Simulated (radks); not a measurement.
# O⁻ inside a hard spherical wall

What does compression do to the levels of O⁻? A hard sphere of shrinking radius stands in for pressure; the configuration is held at [He] 2s2 2p5.

Method: scalar-relativistic Kohn-Sham, PBE, spin-polarised, spherical densities, point nucleus; open shells are filled with parallel spins first. Code: radks (a radial shooting solver on a logarithmic mesh, Libxc functionals) version 1.

## Step 1: The system

| Quantity | Value |
| --- | --- |
| element | oxygen (Z = 8) |
| charge | -1 |
| electrons | 9 |
| configuration | [He] 2s2 2p5 |

Outer shells as boxes (Hund's rule):

O⁻
```
[He] core
2s [↑↓]
2p [↑↓][↑↓][↑ ]
```

## Step 2: Wall at 20 bohr

Settings of this run:

```text
Z 8
configuration [He] 2s2 2p5 3s0 3p0 3d0
relativity scalar-relativistic
functional pbe,pbe
spin polarised
nucleus point
wall 20 bohr
c 137.035999084
```

## Step 3: Wall at 15 bohr

Settings, as their differences from step 2:

```diff
@@ -6,3 +6,3 @@
 nucleus point
-wall 20 bohr
+wall 15 bohr
 c 137.035999084
```

## Step 4: Wall at 12 bohr

Settings, as their differences from step 3:

```diff
@@ -6,3 +6,3 @@
 nucleus point
-wall 15 bohr
+wall 12 bohr
 c 137.035999084
```

## Step 5: Wall at 7 bohr

Settings, as their differences from step 4:

```diff
@@ -6,3 +6,3 @@
 nucleus point
-wall 12 bohr
+wall 7 bohr
 c 137.035999084
```

## Step 6: Wall at 6 bohr

Settings, as their differences from step 5:

```diff
@@ -6,3 +6,3 @@
 nucleus point
-wall 7 bohr
+wall 6 bohr
 c 137.035999084
```

## Step 7: Wall at 5 bohr

Settings, as their differences from step 6:

```diff
@@ -6,3 +6,3 @@
 nucleus point
-wall 6 bohr
+wall 5 bohr
 c 137.035999084
```

## Step 8: Wall at 3.5 bohr

Settings, as their differences from step 7:

```diff
@@ -6,3 +6,3 @@
 nucleus point
-wall 5 bohr
+wall 3.5 bohr
 c 137.035999084
```

## Step 9: Wall at 2.5 bohr

Settings, as their differences from step 8:

```diff
@@ -6,3 +6,3 @@
 nucleus point
-wall 3.5 bohr
+wall 2.5 bohr
 c 137.035999084
```

Before running it: what results should come out? Wanted: for each run, R; E − E(widest); ε(2p); ε(3s, empty); ε(3p, empty); ε(3d, empty); pressure.

The runs gave:

```tsv
R (bohr)	E − E(widest) (eV)	ε(2p) (eV)	ε(3s, empty) (eV)	ε(3p, empty) (eV)	ε(3d, empty) (eV)	pressure (GPa)
20	0.000	0.435	2.381	2.590	2.939	0.00132
15	0.027	0.862	3.178	3.621	4.271	0.00212
12	0.049	1.081	3.947	4.705	5.708	0.00614
7	0.295	1.946	7.806	10.201	12.413	0.315
6	0.583	2.510	10.120	13.288	15.742	1.06
5	1.360	3.605	14.405	18.630	20.977	4.41
3.5	7.361	8.578	32.816	38.832	37.690	69.3
2.5	33.897	21.427	78.742	83.039	68.674	808
```

**Reading.** Eigenvalues are for spin up. At the tightest wall, 2.5 bohr, the energy stands 33.897 eV above the widest wall (20 bohr) and the pressure, −dE/dV, is 808 GPa. Of the levels in the table that exist at both ends, 3p (empty) rises most from the widest wall (20 bohr) (80.449 eV). From R = 20 bohr inwards the highest occupied level lies above zero, in an anion first from self-interaction, then from the wall. Shells are not refilled when levels cross, and a hard wall is a model, not a crystal.
